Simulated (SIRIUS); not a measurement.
A run of SIRIUS 7.10.0 is set up as follows.

File sirius.json:

```json
{
  "control": {
    "processing_unit": "cpu",
    "verbosity": 2,
    "num_bands_to_print": 35,
    "print_forces": true,
    "print_stress": true
  },
  "parameters": {
    "electronic_structure_method": "pseudopotential",
    "xc_functionals": ["XC_GGA_X_PBE", "XC_GGA_C_PBE"],
    "gk_cutoff": 9.2,
    "pw_cutoff": 18.4,
    "ngridk": [6, 6, 6],
    "shiftk": [0, 0, 0],
    "smearing": "fermi_dirac",
    "smearing_width": 0.0018374661,
    "num_bands": 35,
    "num_mag_dims": 0,
    "num_dft_iter": 100,
    "energy_tol": 1e-08,
    "density_tol": 1e-06
  },
  "iterative_solver": {
    "type": "davidson",
    "min_tolerance": 1e-09,
    "tolerance_scale": [0.1, 0.25]
  },
  "mixer": {
    "type": "anderson",
    "beta": 0.7,
    "max_history": 8
  },
  "settings": {
    "tol_ne": 1e-10,
    "pseudo_grid_cutoff": 6.5
  },
  "unit_cell": {
    "lattice_vectors": [
      [9.407680258008, 0.0, 0.0],
      [0.0, 9.407680258008, 0.0],
      [0.0, 0.0, 9.407680258008]
    ],
    "atom_coordinate_units": "lattice",
    "atom_types": ["Y", "N"],
    "atom_files": {
      "Y": "Y.json",
      "N": "N.json"
    },
    "atoms": {
      "Y": [
        [0.0, 0.5, 0.5],
        [0.5, 0.5, 0.0],
        [0.5, 0.0, 0.5],
        [0.0, 0.0, 0.0]
      ],
      "N": [
        [0.5, 0.5, 0.5]
      ]
    }
  }
}
```

Potentials or basis: PseudoDojo 0.4.1 PBE standard (scalar relativistic).

Launch:

```sh
$ upf_to_json Y.upf
$ upf_to_json N.upf
$ OMP_NUM_THREADS=1 sirius.scf --input=sirius.json --output=out.json --task=0
```

(1) What does it give for the band gap on the k mesh?

(2) What does it give for the pressure?

Results:

(1) none (metal or under the smearing width).

(2) 0.1 GPa.
